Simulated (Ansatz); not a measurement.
Crystal: Zr3MoC.

```
Zr Mo C
1.0
     4.94251    0.00000    0.00000
     0.00000    4.94251    0.00000
     0.00000    0.00000    4.94251
Zr Mo C
3 1 1
Cartesian
  2.4713 0.0000 0.0000
  0.0000 2.4713 0.0000
  0.0000 0.0000 2.4713
  0.0000 0.0000 0.0000
  2.4713 2.4713 2.4713
```

The cell was built by a generator and needn't be a form met in nature.

```yaml
Program: Ansatz 0.2.0
Task: relaxation of cell and atoms
Functional: PBE
Dispersion: D3(BJ)
Potentials_or_basis: Ansatz PAW
Cutoff: "420 eV (not typed: the program's choice for these potentials)"
k_mesh: 5 × 5 × 5
Occupations: fermi-dirac, width 0.05 eV
Spin: no spin polarisation
```

At the start: volume 24.15 Å³/atom.

Q: Where does the relaxation end?

A: It ends after 4 steps and the volume is 23.47 Å³/atom (-2.8 %); space group Pm-3m (No. 221, to 0.05 Å).

Step by step:
| step | energy change (eV) | largest force (eV/Å) | volume (Å³) |
| --- | --- | --- | --- |
| 1 | 0.0000 | 0.0000 | 120.74 |
| 2 | -0.0207 | 0.0000 | 115.68 |
| 3 | -0.0255 | 0.0000 | 117.33 |
| 4 | -0.0244 | 0.0000 | 117.33 |

Final structure:
```
Zr Mo C
1.0
     4.89555    0.00000    0.00000
     0.00000    4.89555    0.00000
     0.00000    0.00000    4.89555
Zr Mo C
3 1 1
Cartesian
  2.4478 0.0000 0.0000
  0.0000 2.4478 0.0000
  0.0000 0.0000 2.4478
  0.0000 0.0000 0.0000
  2.4478 2.4478 2.4478
```

Caveat: the plane-wave basis is chosen anew once the cell has moved, so the energies of steps on either side of that aren't comparable; pairwise dispersion overbinds metals, which lowers pressure and volume.
